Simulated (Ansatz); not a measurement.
# Cs2KPbF6: the cost of one run

Computed with Ansatz 0.2.0 (DFT r2SCAN, scalar-relativistic, plane waves, PAW, unless a step's input says otherwise).

## 1. The system as given

Symmetry: Fm-3m, No. 225, cubic system. Conventional cell: a = 9.727 Å, b = 9.727 Å, c = 9.727 Å, α = 90.00°, β = 90.00°, γ = 90.00°. K (site symmetry m-3m) has 6 F at 2.59 Å in its first shell of neighbours. Cs (site symmetry -43m) is surrounded by 12 F at 3.44 Å. Pb (site symmetry m-3m) is surrounded by 6 F at 2.27 Å. Around F (site symmetry 4mm) lie 1 Pb at 2.27 Å and 1 K at 2.59 Å.

Structure file:

```cif
data_structure
_symmetry_space_group_name_H-M 'P 1'
_symmetry_Int_Tables_number 1
_cell_length_a 6.8781
_cell_length_b 6.8781
_cell_length_c 6.8781
_cell_angle_alpha 60.000
_cell_angle_beta 60.000
_cell_angle_gamma 60.000
_cell_volume 230.08
loop_
_atom_site_label
_atom_site_type_symbol
_atom_site_fract_x
_atom_site_fract_y
_atom_site_fract_z
_atom_site_occupancy
K1 K 0.50000 0.50000 0.50000 1
Cs1 Cs 0.25000 0.25000 0.25000 1
Cs2 Cs 0.75000 0.75000 0.75000 1
Pb1 Pb 0.00000 0.00000 0.00000 1
F1 F 0.23350 0.76650 0.76650 1
F2 F 0.23350 0.76650 0.23350 1
F3 F 0.76650 0.23350 0.76650 1
F4 F 0.76650 0.76650 0.23350 1
F5 F 0.23350 0.23350 0.76650 1
F6 F 0.76650 0.23350 0.23350 1
```

(A quick probe on a coarse mesh, which set the mesh and smearing, is not shown.)

## 3. Relaxing cell and atoms

The input, input.yaml:

```yaml
crystal:
  lattice:
    - [0.0, 4.863519, 4.863519]
    - [4.863519, 0.0, 4.863519]
    - [4.863519, 4.863519, 0.0]
  atoms:
    - { symbol: K, position: [0.5, 0.5, 0.5] }
    - { symbol: Cs, position: [0.25, 0.25, 0.25] }
    - { symbol: Cs, position: [0.75, 0.75, 0.75] }
    - { symbol: Pb, position: [0.0, 0.0, 0.0] }
    - { symbol: F, position: [0.233498, 0.766502, 0.766502] }
    - { symbol: F, position: [0.233498, 0.766502, 0.233498] }
    - { symbol: F, position: [0.766502, 0.233498, 0.766502] }
    - { symbol: F, position: [0.766502, 0.766502, 0.233498] }
    - { symbol: F, position: [0.233498, 0.233498, 0.766502] }
    - { symbol: F, position: [0.766502, 0.233498, 0.233498] }
basis:
  ecutwfc: 500
kpoints:
  mp_grid: { grid: [8, 8, 8] }
hamiltonian:
  xc: r2scan
scf:
  occupations: { method: gaussian, width: 0.1 }
output:
  forces: true
  stress: true
  eigenvalues: true
relax:
  adjacent_minimum: "off"
  f_tol: 0.01
  max_steps: 80
  cell: { stress_tol: 0.05 }
```

On the command line:

```bash
$ ansatz run input.yaml --threads 1 --pin off --max-ram 2560MiB --backend cpu --events-out ev --progress --plain --runs-dir out
```

Q: Estimate wall time and peak memory on 1 thread of Arm Neoverse V1, shared host.

About 5.9 min, with a peak of 1.4 GiB.
